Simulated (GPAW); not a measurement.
# Sn3Se (Fm-3m) in GPAW: convergence with bands over the usual count

Aim: find how far bands over the usual count must go before the results for Sn3Se settle, at PBE. This setting moves, with any that are tied to it; all else stays.

Program: GPAW 26.7.0. These are calculated values, not measurements. Logs are shortened: lines on timing, memory, paths and dates and some standing lists are left out, and cuts for length are marked. The log counts tension as positive stress, the text compression.

**1. The crystal as given**

The structure is cubic, space group Fm-3m (No. 225). Conventional cell: a = 7.466 Å, b = 7.466 Å, c = 7.466 Å, α = 90.00°, β = 90.00°, γ = 90.00°. Around Sn (site symmetry m-3m) lie 8 Sn at 3.23 Å. Sn (site symmetry -43m) has 4 Sn at 3.23 Å and 4 Se at 3.23 Å as nearest neighbours. Se (site symmetry m-3m) has 8 Sn at 3.23 Å as nearest neighbours.

The cell comes from a database or a generator and needn't be the stable form of this composition.

**2. With bands over the usual count 0.72**

run.py

```python
from ase.dft.bandgap import bandgap
from ase.io import read, write
from ase.units import GPa
from gpaw import GPAW, PW

atoms = read('POSCAR')

calc = GPAW(mode=PW(600),
            xc='PBE',
            kpts={'size': (5, 5, 5), 'gamma': True},
            occupations={'name': 'fermi-dirac', 'width': 0.05},
            nbands=28,
            convergence={'density': 1e-05, 'energy': 1e-05},
            maxiter=100,
            txt='gpaw.txt')
atoms.calc = calc
energy = atoms.get_potential_energy()
forces = atoms.get_forces()
stress = atoms.get_stress()
calc.write('gs.gpw')
write('result.traj', atoms)
print(f'Energy: {energy:.6f} eV')
print('Forces (eV/A):')
print(forces.round(4))
print('Stress (GPa):', (stress / GPa).round(3))
print('Fermi level:', round(calc.get_fermi_level(), 4), 'eV')
print(f'Gap: {bandgap(calc)[0]:.4f} eV, direct: {bandgap(calc, direct=True)[0]:.4f} eV')
```

POSCAR

```
Sn3Se
1.0
    0.0000000000      3.7331380000      3.7331380000
    3.7331380000      0.0000000000      3.7331380000
    3.7331380000      3.7331380000      0.0000000000
Sn Se
3 1
Direct
    0.5000000000      0.5000000000      0.5000000000
    0.7500000000      0.7500000000      0.7500000000
    0.2500000000      0.2500000000      0.2500000000
    0.0000000000      0.0000000000      0.0000000000
```

Potentials or basis: GPAW PAW data sets (gpaw-data 1.2.1), pw.

Run with:

```console
$ OMP_NUM_THREADS=1 python run.py
```

Wall time 15 s (1 thread of Intel Xeon Platinum 8488C (Sapphire Rapids), shared host); peak memory 0.2 GiB.

Results:

| Property | Result |
| --- | --- |
| Free energy | -15.4924 eV |
| Pressure | -0.2 GPa |

**3. With bands over the usual count 0.8**

run.py: that of step 2 with these lines changed.

```diff
@@ -11,3 +11,3 @@
             occupations={'name': 'fermi-dirac', 'width': 0.05},
-            nbands=28,
+            nbands=31,
             convergence={'density': 1e-05, 'energy': 1e-05},
```

POSCAR is that of step 2.

Potentials or basis: GPAW PAW data sets (gpaw-data 1.2.1), pw.

Run with:

```console
$ OMP_NUM_THREADS=1 python run.py
```

It took 17 s on 1 thread of Intel Xeon Platinum 8488C (Sapphire Rapids), shared host; peak memory 0.2 GiB.

The run converged. Its results:

```yaml
Free_energy: -15.4924 eV
Pressure: -0.2 GPa
```

**4. With bands over the usual count 0.9**

run.py: that of step 3 with these lines changed.

```diff
@@ -11,3 +11,3 @@
             occupations={'name': 'fermi-dirac', 'width': 0.05},
-            nbands=31,
+            nbands=35,
             convergence={'density': 1e-05, 'energy': 1e-05},
```

POSCAR is that of step 3.

Run with:

```console
$ OMP_NUM_THREADS=1 python run.py
```

Run time: 18 s. Hardware: 1 thread of Intel Xeon Platinum 8488C (Sapphire Rapids), shared host; peak memory 0.2 GiB.

Results (log left out):

```
Free energy : -15.4924 eV
Pressure    : -0.2 GPa
```

**5. With bands over the usual count 1**

run.py: that of step 4 with these lines changed.

```diff
@@ -11,3 +11,3 @@
             occupations={'name': 'fermi-dirac', 'width': 0.05},
-            nbands=35,
+            nbands=38,
             convergence={'density': 1e-05, 'energy': 1e-05},
```

POSCAR is that of step 4.

Run with:

```console
$ OMP_NUM_THREADS=1 python run.py
```

Wall time 18 s (1 thread of Intel Xeon Platinum 8488C (Sapphire Rapids), shared host); peak memory 0.21 GiB.

Results (log left out):

```
Free energy : -15.4924 eV
Pressure    : -0.2 GPa
```

**6. With bands over the usual count 1.3**

run.py: that of step 5 with these lines changed.

```diff
@@ -11,3 +11,3 @@
             occupations={'name': 'fermi-dirac', 'width': 0.05},
-            nbands=38,
+            nbands=50,
             convergence={'density': 1e-05, 'energy': 1e-05},
```

POSCAR is that of step 5.

Potentials or basis: GPAW PAW data sets (gpaw-data 1.2.1), pw.

Run with:

```console
$ OMP_NUM_THREADS=1 python run.py
```

It took 23 s on 1 thread of Intel Xeon Platinum 8488C (Sapphire Rapids), shared host; peak memory 0.21 GiB.

It converged, with:

- Free energy: -15.4924 eV
- Pressure: -0.2 GPa

**7. With bands over the usual count 1.7**

run.py: that of step 6 with these lines changed.

```diff
@@ -11,3 +11,3 @@
             occupations={'name': 'fermi-dirac', 'width': 0.05},
-            nbands=50,
+            nbands=65,
             convergence={'density': 1e-05, 'energy': 1e-05},
```

POSCAR is that of step 6.

Run with:

```console
$ OMP_NUM_THREADS=1 python run.py
```

Wall time 35 s (1 thread of Intel Xeon Platinum 8488C (Sapphire Rapids), shared host); peak memory 0.22 GiB.

The run converged. Its results:

- Free energy: -15.4924 eV
- Pressure: -0.2 GPa

**8. With bands over the usual count 2.5**

run.py: that of step 7 with these lines changed.

```diff
@@ -11,3 +11,3 @@
             occupations={'name': 'fermi-dirac', 'width': 0.05},
-            nbands=65,
+            nbands=95,
             convergence={'density': 1e-05, 'energy': 1e-05},
```

POSCAR is that of step 7.

Potentials or basis: GPAW PAW data sets (gpaw-data 1.2.1), pw.

Run with:

```console
$ OMP_NUM_THREADS=1 python run.py
```

gpaw.txt:

```text
__  _  _
 | _ |_)|_||  |
 |__||  | ||/\| - 26.7.0

Input parameters:
  mode=PW(ecut=600.0),
  convergence={'density': 1e-05, 'energy': 1e-05},
  kpts=MonkhorstPack(size=(5, 5, 5), gamma=True),
  maxiter=100,
  nbands=95,
  occupations=Occupations(name='fermi-dirac', width=0.05),
  xc=XC(name='PBE')

Diagonalizing LCAO Hamiltonian
Converting LCAO to pw mode

                         Sn

                   Sn

             Sn

       Se

Atoms  # Å, Bohr magnetons
|   | symbol |        x |        y |        z |    initial magnetic moments |
|---|--------|----------|----------|----------|-----------------------------|
| 0 |     Sn | 3.733138 | 3.733138 | 3.733138 | ( 0.0000,  0.0000,  0.0000) |
| 1 |     Sn | 5.599707 | 5.599707 | 5.599707 | ( 0.0000,  0.0000,  0.0000) |
| 2 |     Sn | 1.866569 | 1.866569 | 1.866569 | ( 0.0000,  0.0000,  0.0000) |
| 3 |     Se | 0.000000 | 0.000000 | 0.000000 | ( 0.0000,  0.0000,  0.0000) |

Unit cell  # Å
| periodic |        x |        y |        z |  lengths |    angles |
|----------|----------|----------|----------|----------|-----------|
|      yes | 0.000000 | 3.733138 | 3.733138 | 5.279454 | 60.000000 |
|      yes | 3.733138 | 0.000000 | 3.733138 | 5.279454 | 60.000000 |
|      yes | 3.733138 | 3.733138 | 0.000000 | 5.279454 | 60.000000 |

Number of symmetries: 48
Symmetry operations  # r_c * U_cc + t_c -> r_c
|    | kind |            matrix            |
|----|------|------------------------------|
|  0 |  σ   |  1, 0, 0,  1, 0,-1,  1,-1, 0 |
|  1 |  C2  |  1, 0, 0,  1,-1, 0,  1, 0,-1 |
|  2 |  E   |  1, 0, 0,  0, 1, 0,  0, 0, 1 |
|  3 |  σ   |  1, 0, 0,  0, 0, 1,  0, 1, 0 |
|  4 |  C4  |  1, 0,-1,  1, 0, 0,  1,-1, 0 |
|  5 |  S6  |  1, 0,-1,  1,-1, 0,  1, 0, 0 |
|  6 |  σ   |  1, 0,-1,  0, 1,-1,  0, 0,-1 |
|  7 |  C3  |  1, 0,-1,  0, 0,-1,  0, 1,-1 |
|  8 |  S6  |  1,-1, 0,  1, 0, 0,  1, 0,-1 |
|  9 |  C4  |  1,-1, 0,  1, 0,-1,  1, 0, 0 |
| 10 |  C3  |  1,-1, 0,  0,-1, 1,  0,-1, 0 |
| 11 |  σ   |  1,-1, 0,  0,-1, 0,  0,-1, 1 |
| 12 |  σ   |  0, 1, 0,  1, 0, 0,  0, 0, 1 |
| 13 |  C4  |  0, 1, 0,  0, 1,-1, -1, 1, 0 |
| 14 |  C3  |  0, 1, 0,  0, 0, 1,  1, 0, 0 |
| 15 |  S6  |  0, 1, 0, -1, 1, 0,  0, 1,-1 |
| 16 |  C2  |  0, 1,-1,  1, 0,-1,  0, 0,-1 |
| 17 |  σ   |  0, 1,-1,  0, 1, 0, -1, 1, 0 |
| 18 |  S4  |  0, 1,-1,  0, 0,-1,  1, 0,-1 |
| 19 |  C4  |  0, 1,-1, -1, 1, 0,  0, 1, 0 |
| 20 |  C3  |  0, 0, 1,  1, 0, 0,  0, 1, 0 |
| 21 |  σ   |  0, 0, 1,  0, 1, 0,  1, 0, 0 |
| 22 |  S6  |  0, 0, 1,  0,-1, 1, -1, 0, 1 |
| 23 |  C4  |  0, 0, 1, -1, 0, 1,  0,-1, 1 |
| 24 |  S4  |  0, 0,-1,  1, 0,-1,  0, 1,-1 |
| 25 |  C3  |  0, 0,-1,  0, 1,-1,  1, 0,-1 |
| 26 |  C2  |  0, 0,-1,  0,-1, 0, -1, 0, 0 |
| 27 |  S6  |  0, 0,-1, -1, 0, 0,  0,-1, 0 |
| 28 |  S4  |  0,-1, 1,  1,-1, 0,  0,-1, 0 |
| 29 |  C4  |  0,-1, 1,  0, 0, 1, -1, 0, 1 |
| 30 |  C2  |  0,-1, 1,  0,-1, 0,  1,-1, 0 |
| 31 |  σ   |  0,-1, 1, -1, 0, 1,  0, 0, 1 |
| 32 |  C3  |  0,-1, 0,  1,-1, 0,  0,-1, 1 |
| 33 |  S6  |  0,-1, 0,  0, 0,-1, -1, 0, 0 |
| 34 |  S4  |  0,-1, 0,  0,-1, 1,  1,-1, 0 |
| 35 |  C2  |  0,-1, 0, -1, 0, 0,  0, 0,-1 |
| 36 |  C2  | -1, 1, 0,  0, 1, 0,  0, 1,-1 |
| 37 |  S6  | -1, 1, 0,  0, 1,-1,  0, 1, 0 |
| 38 |  S4  | -1, 1, 0, -1, 0, 1, -1, 0, 0 |
| 39 |  C3  | -1, 1, 0, -1, 0, 0, -1, 0, 1 |
| 40 |  S6  | -1, 0, 1,  0, 0, 1,  0,-1, 1 |
| 41 |  C2  | -1, 0, 1,  0,-1, 1,  0, 0, 1 |
| 42 |  C3  | -1, 0, 1, -1, 1, 0, -1, 0, 0 |
| 43 |  S4  | -1, 0, 1, -1, 0, 0, -1, 1, 0 |
| 44 |  C2  | -1, 0, 0,  0, 0,-1,  0,-1, 0 |
| 45 |  i   | -1, 0, 0,  0,-1, 0,  0, 0,-1 |
| 46 |  σ   | -1, 0, 0, -1, 1, 0, -1, 0, 1 |
| 47 |  C2  | -1, 0, 0, -1, 0, 1, -1, 1, 0 |

BZ-sampling:
  Number of BZ points: 125
  Number of IBZ points: 10

  Monkhorst-Pack size: [5, 5, 5]
  Monkhorst-Pack shift: [0, 0, 0]

K-points  # in reciprocal-cell coordinates
|   |                                coordinates |     weight |
|---|--------------------------------------------|------------|
| 0 | (  0.00000000,   0.00000000,   0.00000000) | 0.00800000 |
| 1 | (  0.20000000,   0.20000000,   0.00000000) | 0.04800000 |
| 2 | (  0.20000000,   0.20000000,   0.20000000) | 0.06400000 |
| 3 | (  0.40000000,   0.20000000,  -0.20000000) | 0.19200000 |
| 4 | (  0.40000000,   0.20000000,   0.20000000) | 0.09600000 |
| 5 | (  0.40000000,   0.40000000,  -0.40000000) | 0.19200000 |
| 6 | (  0.40000000,   0.40000000,  -0.20000000) | 0.09600000 |
| 7 | (  0.40000000,   0.40000000,   0.00000000) | 0.04800000 |
| 8 | (  0.40000000,   0.40000000,   0.20000000) | 0.19200000 |
| 9 | (  0.40000000,   0.40000000,   0.40000000) | 0.06400000 |

Plane wave coefficients: 3495
Cutoff: 600.0 eV

Spin-components: 1 (collinear spins)
Bands:           95
Projectors:      23
Spin-degeneracy: 2
Datatype:        complex128

Parallelization:
  kpt:    1
  domain: 1
  band:   1

Density:
  Valence electrons: 48.0
  Components: 1
  Grid points: [30 30 30]
  Charge: 0.0  # |e|

Potential:
  Grid points: [30 30 30]

species:
  Sn:
    name:    Tin
    Z:       50.0
    valence: 14
    core:    36
    charge:  0.0  # [|e|]
    compensation charges:
      type: gauss
      rc: 0.38  # [Å]
      lmax: 2
    cutoffs:
      filter: 2.23  # [Å]
      core: 2.35  # [Å]
    projectors
    | kind |    occ | energy [eV] | rcut [Å] |
    |------|--------|-------------|----------|
    |   5s |  2.000 |     -10.538 |    1.201 |
    |   5p |  2.000 |      -3.696 |    1.270 |
    |   4d | 10.000 |     -25.845 |    1.185 |
    |    s |        |      16.674 |    1.201 |
    |    p |        |      23.515 |    1.270 |
    |    d |        |       1.367 |    1.185 |

    Using partial waves for Sn as LCAO basis

  Se:
    name:    Selenium
    Z:       34.0
    valence: 6
    core:    28
    charge:  0.0  # [|e|]
    compensation charges:
      type: gauss
      rc: 0.27  # [Å]
      lmax: 2
    cutoffs:
      filter: 1.77  # [Å]
      core: 2.67  # [Å]
    projectors
    | kind |    occ | energy [eV] | rcut [Å] |
    |------|--------|-------------|----------|
    |   4s |  2.000 |     -17.277 |    0.847 |
    |   4p |  4.000 |      -6.512 |    1.005 |
    |    s |        |       9.935 |    0.847 |
    |    p |        |      20.699 |    1.005 |
    |    d |        |       0.000 |    0.847 |

    Using partial waves for Se as LCAO basis

Reference energy: -570135.612052  # eV

eigensolver:
  PPCG
  Converge bands: occupied
  niter=2

density mixing:
  MSR1-Mixer
  Pratt-step length: 0.05
  Maximum mixing coefficient: 0.75
  Old densities: 10
  SVD Regularization: 0.005
  Good broyden scale: 1.0
  Trust region scale: 1.0
  Backstep threshold: 4.0
  History deletion threshold: 6.0
  Fourier metric: weight=20.0, sigma=0.015

occupation numbers:
  Fermi-Dirac:
    width: 0.0500  # eV

poisson solver:
  ecut: 4800.0  # eV

xc functional:
  name: PBE with 2 nearest neighbor stencil

convergence criteria:
- Maximum integral of absolute [dens]ity change: 1e-05 electrons / valence electron
- Maximum [total energy] change in last 3 cyles: 1e-05 eV / valence electron
- Maximum integral of absolute [eigenst]ate change: 4e-08 eV^2 / valence electron
maximum number of iterations: 100

SCF iterations
|iter     | |      energy | eigst |  dens |
|---------|-|-------------|-------|-------|
|iter:   1| |  -14.964555 | +0.41 |       |
|iter:   2| |  -15.544456 | -1.39 | -1.61 |
|iter:   3| |  -15.492865 | -3.37 | -1.64 |
|iter:   4| |  -15.478146 | -3.78 | -1.85 |
|iter:   5| |  -15.478800 | -4.47 | -2.20 |
|iter:   6| |  -15.478911 | -4.23 | -2.44 |
|iter:   7| |  -15.478903c| -5.82 | -3.33 |
|iter:   8| |  -15.478891c| -6.93 | -3.92 |
|iter:   9| |  -15.478890c| -8.48c| -4.50 |
|iter:  10| |  -15.478890c| -8.72c| -4.96 |
|iter:  11| |  -15.478891c| -9.70c| -5.38c|

Converged in 11 steps
Energy contributions relative to reference atoms: (reference = -570135.612052)

Energy contributions:
  Kinetic:          16.422906
  Coulomb:         -16.372465
  Zero:             -0.017226
  External:          0.000000
  Xc:              -15.498597
  Entropy:          -0.027018
  Spinorbit:         0.000000
  ----------------------------
  Free energy:     -15.492399
  Extrapolated:    -15.478891

dipole moment: (-27.494375, -27.494375, -27.494375)  # |e|*Ang

Fermi level: 6.971
Eigenvalues  # (at kpt = [0.000, 0.000, 0.000])
| band index |      eig [eV] | occ [0-2] |
|------------|---------------|-----------|
|          0 |       -14.526 |     2.000 |
|        ... |               |           |
|         20 |         4.098 |     2.000 |
|         21 |         4.177 |     2.000 |
|         22 |         5.737 |     2.000 |
|         23 |         5.737 |     2.000 |
|         24 |         5.737 |     2.000 |
|         25 |         6.466 |     2.000 |
|         26 |         6.466 |     2.000 |
|         27 |         6.466 |     2.000 |
|         28 |        11.109 |     0.000 |
|         29 |        11.109 |     0.000 |
|         30 |        13.561 |     0.000 |
|         31 |        13.561 |     0.000 |
|         32 |        13.561 |     0.000 |
|         33 |        19.510 |     0.000 |
|         34 |        19.510 |     0.000 |
|         35 |        19.510 |     0.000 |
|        ... |               |           |
|         94 |        46.638 |     0.000 |

No gap
No difference between direct/indirect transitions

Forces  # eV/Ang
|        x |        y |        z |
|----------|----------|----------|
| -0.00000 | -0.00000 | -0.00000 |  # Sn   0
| -0.00000 |  0.00000 |  0.00000 |  # Sn   1
| -0.00000 |  0.00000 |  0.00000 |  # Sn   2
|  0.00000 | -0.00000 |  0.00000 |  # Se   3

Stress tensor  # eV/Ang^3
|         x |         y |         z |
|-----------|-----------|-----------|
|  0.001476 | -0.000000 | -0.000000 |
| -0.000000 |  0.001476 | -0.000000 |
| -0.000000 | -0.000000 |  0.001476 |

# Writing to gs.gpw (mode='')
```

Wall time 48 s (1 thread of Intel Xeon Platinum 8488C (Sapphire Rapids), shared host); peak memory 0.24 GiB.

What came out:

| Item | Value |
| --- | --- |
| Free energy | -15.4924 eV |
| Pressure | -0.2 GPa |

**9. Result**

```csv
bands over the usual count,"energy less the tightest run, at zero smearing (meV/atom)",SCF cycles,CPU time (s),peak memory (GiB)
0.72,0.00,10,15,0.2
0.8,0.00,10,17,0.2
0.9,0.00,10,18,0.2
1,0.00,10,18,0.21
1.3,0.00,10,23,0.21
1.7,0.00,12,35,0.22
2.5,0.00,11,48,0.24
```

Against the tightest run, the energy stays within 1 meV/atom from 0.72 on. The tightest run that finished is the yardstick and may itself not be fully converged.
